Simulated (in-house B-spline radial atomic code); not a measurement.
# Mo: a fraction of an electron removed from 5s, part 2 of 2

The exact energy is linear between whole electron numbers. How far does OLYP stray from that for Mo, with charge removed from 5s step by step?

Calculated with an in-house B-spline radial atomic code; scalar-relativistic (X2C) OLYP, spin-polarised. The exact energy is linear between whole electron numbers. How far does OLYP stray from that for Mo, with charge removed from 5s step by step? The steps go on from the part before.

## 7. 0.56 electron removed from 5s

Input settings:

```ini
Z = 42
electrons = 41.44
configuration = [Kr] 4d5 5s0.44
hamiltonian = x2c
method = optx,lyp
spin_polarised = True
nucleus = fermi
rms_radius = 4.4091
mass_number = 98
atomic_mass = 97.905403609
speed_of_light = 137.035999084
```

Result record:

```text
{
  "status": "converged",
  "scf [iteration, energy, orbital gradient]": [
    [1, -4044.74585045, 0.424],
    [2, -4046.39194957, 0.253],
    [3, -4049.39677042, 0.0531],
    [4, -4049.50126836, 0.0164],
    [5, -4049.50932132, 0.00686],
    [6, -4049.5105416, 0.0014],
    [7, -4049.51055443, 0.001],
    [8, -4049.51059845, 0.000144],
    [9, -4049.51059936, 3.41e-06],
    [10, -4049.51059936, 4.29e-07],
    [11, -4049.51059936, 3.02e-08]
  ],
  "energy [hartree]": {"total": -4049.51059936, "kinetic": 4198.94621302, "nuclear": -9780.53116102, "coulomb": 1658.17667339, "xc": -126.102324747},
  "orbitals [hartree, bohr; first row names the columns]": [
    ["name", "occ", "eps", "<r>"],
    ["1s up", 1.0, -727.38329, 0.034677],
    ["1s down", 1.0, -727.38339, 0.034677],
    ["2s up", 1.0, -102.94416, 0.15332],
    ["2s down", 1.0, -102.92467, 0.15331],
    ["2p up", 3.0, -92.08213, 0.13375],
    ["2p down", 3.0, -92.067738, 0.13373],
    ["3s up", 1.0, -17.629999, 0.42848],
    ["3s down", 1.0, -17.620318, 0.42843],
    ["3p up", 3.0, -14.066269, 0.43009],
    ["3p down", 3.0, -14.054903, 0.42998],
    ["3d up", 5.0, -8.2651518, 0.41459],
    ["3d down", 5.0, -8.2466145, 0.41435],
    ["4s up", 1.0, -2.5154956, 1.1119],
    ["4s down", 1.0, -2.4140311, 1.1039],
    ["4p up", 3.0, -1.57276, 1.2427],
    ["4p down", 3.0, -1.4610096, 1.2334],
    ["4d up", 5.0, -0.29718138, 1.8859],
    ["5s up", 0.44, -0.26967268, 3.3182]
  ],
  "sum_r [bohr^k]": {"-1": 236.0536, "1": 29.29359, "2": 44.71279},
  "energy_minus_base [hartree]": 0.118833169
}
```

Run time: 0.3 s. Hardware: 1 thread, shared host.

## 8. 0.72 electron removed from 5s

The settings differ from step 7 so:

```diff
@@ -1,4 +1,4 @@
 Z = 42
-electrons = 41.44
-configuration = [Kr] 4d5 5s0.44
+electrons = 41.28
+configuration = [Kr] 4d5 5s0.28
 hamiltonian = x2c
```

Result record:

```text
{
  "status": "converged",
  "scf [iteration, energy, orbital gradient]": [
    [1, -4044.8222253, 0.424],
    [2, -4046.41279883, 0.253],
    [3, -4049.36096454, 0.0514],
    [4, -4049.45673884, 0.0153],
    [5, -4049.46370651, 0.00654],
    [6, -4049.46471574, 0.00118],
    [7, -4049.46472712, 0.000835],
    [8, -4049.46475428, 0.000151],
    [9, -4049.4647553, 1.72e-06],
    [10, -4049.4647553, 2.68e-07]
  ],
  "energy [hartree]": {"total": -4049.4647553, "kinetic": 4198.89447512, "nuclear": -9778.73465667, "coulomb": 1656.45526946, "xc": -126.07984321},
  "orbitals [hartree, bohr; first row names the columns]": [
    ["name", "occ", "eps", "<r>"],
    ["1s up", 1.0, -727.42519, 0.034677],
    ["1s down", 1.0, -727.42543, 0.034677],
    ["2s up", 1.0, -102.9854, 0.15332],
    ["2s down", 1.0, -102.96581, 0.15331],
    ["2p up", 3.0, -92.12339, 0.13375],
    ["2p down", 3.0, -92.108948, 0.13373],
    ["3s up", 1.0, -17.671385, 0.42848],
    ["3s down", 1.0, -17.66173, 0.42843],
    ["3p up", 3.0, -14.107653, 0.43009],
    ["3p down", 3.0, -14.096309, 0.42999],
    ["3d up", 5.0, -8.3065039, 0.41459],
    ["3d down", 5.0, -8.2879302, 0.41436],
    ["4s up", 1.0, -2.5577458, 1.1121],
    ["4s down", 1.0, -2.4556241, 1.1041],
    ["4p up", 3.0, -1.6152995, 1.2428],
    ["4p down", 3.0, -1.5028054, 1.2337],
    ["4d up", 5.0, -0.338249, 1.87],
    ["5s up", 0.28, -0.30349136, 3.2839]
  ],
  "sum_r [bohr^k]": {"-1": 236.0108, "1": 28.67535, "2": 42.17149},
  "energy_minus_base [hartree]": 0.164677228
}
```

Wall time 0.25 s (1 thread, shared host).

## 9. 0.76 electron removed from 5s

The settings differ from step 8 so:

```diff
@@ -1,4 +1,4 @@
 Z = 42
-electrons = 41.28
-configuration = [Kr] 4d5 5s0.28
+electrons = 41.24
+configuration = [Kr] 4d5 5s0.24
 hamiltonian = x2c
```

Result record:

```text
{
  "status": "converged",
  "scf [iteration, energy, orbital gradient]": [
    [1, -4044.83074269, 0.424],
    [2, -4046.41297986, 0.254],
    [3, -4049.35090272, 0.0515],
    [4, -4049.44472451, 0.015],
    [5, -4049.45144128, 0.00646],
    [6, -4049.45240789, 0.00113],
    [7, -4049.45241891, 0.000804],
    [8, -4049.4524434, 0.00015],
    [9, -4049.45244443, 1.75e-06],
    [10, -4049.45244443, 2.26e-07]
  ],
  "energy [hartree]": {"total": -4049.45244443, "kinetic": 4198.88064178, "nuclear": -9778.27750087, "coulomb": 1656.01860805, "xc": -126.074193388},
  "orbitals [hartree, bohr; first row names the columns]": [
    ["name", "occ", "eps", "<r>"],
    ["1s up", 1.0, -727.43585, 0.034677],
    ["1s down", 1.0, -727.43613, 0.034677],
    ["2s up", 1.0, -102.99589, 0.15332],
    ["2s down", 1.0, -102.97628, 0.15331],
    ["2p up", 3.0, -92.133886, 0.13375],
    ["2p down", 3.0, -92.119431, 0.13373],
    ["3s up", 1.0, -17.681911, 0.42848],
    ["3s down", 1.0, -17.672264, 0.42843],
    ["3p up", 3.0, -14.118178, 0.43009],
    ["3p down", 3.0, -14.106841, 0.42999],
    ["3d up", 5.0, -8.3170212, 0.41459],
    ["3d down", 5.0, -8.2984392, 0.41436],
    ["4s up", 1.0, -2.5684854, 1.1122],
    ["4s down", 1.0, -2.4661989, 1.1041],
    ["4p up", 3.0, -1.6261068, 1.2428],
    ["4p down", 3.0, -1.5134281, 1.2337],
    ["4d up", 5.0, -0.34865633, 1.8662],
    ["5s up", 0.24, -0.31206014, 3.276]
  ],
  "sum_r [bohr^k]": {"-1": 235.9999, "1": 28.52317, "2": 41.55639},
  "energy_minus_base [hartree]": 0.176988102
}
```

It took 0.26 s on 1 thread, shared host.

## 10. 0.89 electron removed from 5s

The settings differ from step 9 so:

```diff
@@ -1,4 +1,4 @@
 Z = 42
-electrons = 41.24
-configuration = [Kr] 4d5 5s0.24
+electrons = 41.11
+configuration = [Kr] 4d5 5s0.11
 hamiltonian = x2c
```

Result record:

```text
{
  "status": "converged",
  "scf [iteration, energy, orbital gradient]": [
    [1, -4044.83029673, 0.424],
    [2, -4046.39963632, 0.255],
    [3, -4049.31509822, 0.0518],
    [4, -4049.40320184, 0.0141],
    [5, -4049.40916416, 0.00623],
    [6, -4049.410018, 0.00102],
    [7, -4049.41002809, 0.000734],
    [8, -4049.41004721, 0.000141],
    [9, -4049.41004815, 1.56e-06],
    [10, -4049.41004815, 1.62e-07]
  ],
  "energy [hartree]": {"total": -4049.41004815, "kinetic": 4198.83319426, "nuclear": -9776.76898854, "coulomb": 1654.58145384, "xc": -126.055707709},
  "orbitals [hartree, bohr; first row names the columns]": [
    ["name", "occ", "eps", "<r>"],
    ["1s up", 1.0, -727.47102, 0.034677],
    ["1s down", 1.0, -727.47141, 0.034677],
    ["2s up", 1.0, -103.0305, 0.15332],
    ["2s down", 1.0, -103.0108, 0.1533],
    ["2p up", 3.0, -92.168511, 0.13375],
    ["2p down", 3.0, -92.154018, 0.13373],
    ["3s up", 1.0, -17.716634, 0.42848],
    ["3s down", 1.0, -17.707014, 0.42844],
    ["3p up", 3.0, -14.152899, 0.43009],
    ["3p down", 3.0, -14.141585, 0.42999],
    ["3d up", 5.0, -8.3517163, 0.41459],
    ["3d down", 5.0, -8.3331092, 0.41436],
    ["4s up", 1.0, -2.6038891, 1.1123],
    ["4s down", 1.0, -2.5010698, 1.1042],
    ["4p up", 3.0, -1.6617141, 1.2428],
    ["4p down", 3.0, -1.5484444, 1.2339],
    ["4d up", 5.0, -0.38287791, 1.8541],
    ["5s up", 0.11, -0.34029539, 3.252]
  ],
  "sum_r [bohr^k]": {"-1": 235.9639, "1": 28.03487, "2": 39.6088},
  "energy_minus_base [hartree]": 0.219384378
}
```

Run time: 0.26 s. Hardware: 1 thread, shared host.

## 11. 1 electron removed from 5s

The settings differ from step 10 so:

```diff
@@ -1,4 +1,4 @@
 Z = 42
-electrons = 41.11
-configuration = [Kr] 4d5 5s0.11
+electrons = 41.0
+configuration = [Kr] 4d5
 hamiltonian = x2c
```

Result record:

```text
{
  "status": "converged",
  "scf [iteration, energy, orbital gradient]": [
    [1, -4044.79789552, 0.424],
    [2, -4046.37195149, 0.257],
    [3, -4049.28051296, 0.0521],
    [4, -4049.36497303, 0.0133],
    [5, -4049.37044024, 0.00603],
    [6, -4049.37124482, 0.001],
    [7, -4049.37125525, 0.000753],
    [8, -4049.37127561, 0.000125],
    [9, -4049.37127632, 1.65e-06],
    [10, -4049.37127632, 1.23e-07]
  ],
  "energy [hartree]": {"total": -4049.37127632, "kinetic": 4198.79005012, "nuclear": -9775.46440675, "coulomb": 1653.34292577, "xc": -126.039845455},
  "orbitals [hartree, bohr; first row names the columns]": [
    ["name", "occ", "eps", "<r>"],
    ["1s up", 1.0, -727.50142, 0.034677],
    ["1s down", 1.0, -727.50193, 0.034677],
    ["2s up", 1.0, -103.06043, 0.15332],
    ["2s down", 1.0, -103.04066, 0.1533],
    ["2p up", 3.0, -92.198456, 0.13375],
    ["2p down", 3.0, -92.183932, 0.13373],
    ["3s up", 1.0, -17.746658, 0.42848],
    ["3s down", 1.0, -17.737064, 0.42844],
    ["3p up", 3.0, -14.182921, 0.43009],
    ["3p down", 3.0, -14.17163, 0.42999],
    ["3d up", 5.0, -8.3817157, 0.41459],
    ["3d down", 5.0, -8.3630912, 0.41436],
    ["4s up", 1.0, -2.6344623, 1.1124],
    ["4s down", 1.0, -2.5312017, 1.1043],
    ["4p up", 3.0, -1.6924351, 1.2427],
    ["4p down", 3.0, -1.5786835, 1.234],
    ["4d up", 5.0, -0.41233001, 1.8444]
  ],
  "sum_r [bohr^k]": {"-1": 235.9328, "1": 27.62895, "2": 38.01888},
  "energy_minus_base [hartree]": 0.258156214
}
```

It took 0.26 s on 1 thread, shared host.

## 12. Results

What follows sums up all 2 parts.

| fraction | energy change (eV) | less the straight line (eV) | level 5s up (eV) | sum of <r²> (bohr²) |
| --- | --- | --- | --- | --- |
| 0 | 0.0000 | 0.0000 | -4.241 | 54.894 |
| 0.03 | 0.1296 | -0.0811 | -4.402 | 54.285 |
| 0.13 | 0.5969 | -0.3163 | -4.944 | 52.315 |
| 0.29 | 1.4579 | -0.5793 | -5.822 | 49.336 |
| 0.5 | 2.8036 | -0.7088 | -6.998 | 45.702 |
| 0.56 | 3.2336 | -0.7003 | -7.338 | 44.713 |
| 0.72 | 4.4811 | -0.5768 | -8.258 | 42.171 |
| 0.76 | 4.8161 | -0.5227 | -8.492 | 41.556 |
| 0.89 | 5.9698 | -0.2823 | -9.260 | 39.609 |
| 1 | 7.0248 | 0.0000 | empty | 38.019 |

**Reading.** From fraction 0 to 1 the energy changes by 7.025 eV. It sags under the straight line by up to 0.71 eV (at 0.5); exact theory is straight between whole electron numbers, so this convex bend is an error (delocalisation) that favours fractional charges. Slater's transition state, the slope from the orbital energy at fraction 0.5 (Janak's theorem), gives 6.998 eV for the whole step. The tabulated ionisation energy is 7.09243 ± 4e-05 eV (measured; NIST Atomic Spectra Database), so the whole step is off by -0.07 eV, and minus the highest level at fraction 0 (4.241 eV) by -2.85 eV. Spin-orbit coupling is left out.
